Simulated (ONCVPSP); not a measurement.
# H: the cost of one run

The numbers are computed with ONCVPSP 4.0.1.1 (patched build) (PBE, scalar-relativistic, spin-unpolarised reference atom).

### Step 1. The atom and the settings

The settings as typed:

| Item | Value |
| --- | --- |
| element | hydrogen (H, Z = 1) |
| type | optimised norm-conserving Vanderbilt (ONCV) |
| frozen core | none |
| valence charge | 1 |
| reference configuration | 1s1 |
| partial waves | 1s: rc 1.15 bohr, ncon 5, nbas 8, qcut 5.8 1/bohr, 3 projectors, debl 3.2 Ha; p scattering state at 0.17 Ha: rc 0.95 bohr, ncon 4, nbas 7, qcut 7.3 1/bohr, local |
| local potential | the p channel |
| core correction | not asked for |

The outer shells as boxes (Hund's rule for the drawing; the calculation is spin-unpolarised):

```
1s [↑ ]
```

The nodes and maxima of the atom's own shells, from an earlier all-electron run, set the scale for the radii.

All-electron outer shells of the reference configuration (PBE, scalar-relativistic, ld1.x):

```
shell  level (eV)  outermost node (bohr)  outermost maximum (bohr)
   1s       -6.49                      –                      1.03
```

### Step 2. The generation run

The input, H.dat:

```
# ATOM AND REFERENCE CONFIGURATION
# atsym  z   nc   nv     iexc    psfile
  H 1.00    0    1        4      upf
#
#   n    l    f
    1    0    1.00
#
# PSEUDOPOTENTIAL AND OPTIMIZATION
# lmax
    1
#
#   l,   rc,      ep,       ncon, nbas, qcut
    0    1.15    0.00    5    8    5.80
    1    0.95    0.17    4    7    7.30
#
# LOCAL POTENTIAL
# lloc, lpopt,  rc(5),   dvloc0
    1    5    0.95    0.00
#
# VANDERBILT-KLEINMAN-BYLANDER PROJECTORs
# l, nproj, debl
    0    3    3.20
    1    0    2.00
#
# MODEL CORE CHARGE
# icmod, fcfact, rcfact
    0    0.00    0.00
#
# LOG DERIVATIVE ANALYSIS
# epsh1, epsh2, depsh
   -2.00    5.00    0.02
#
# OUTPUT GRID
# rlmax, drl
    6.00    0.01
#
# TEST CONFIGURATIONS
# ncnf
    1
# nvcnf
#   n    l    f
    1
    1    0    0.50
#
```

The run is started by

```
$ oncvpsp.x < H.dat > H.out
```

**Question.** How long does this run take on 1 thread of Neoverse-N1, shared host?

About 2.2 s.
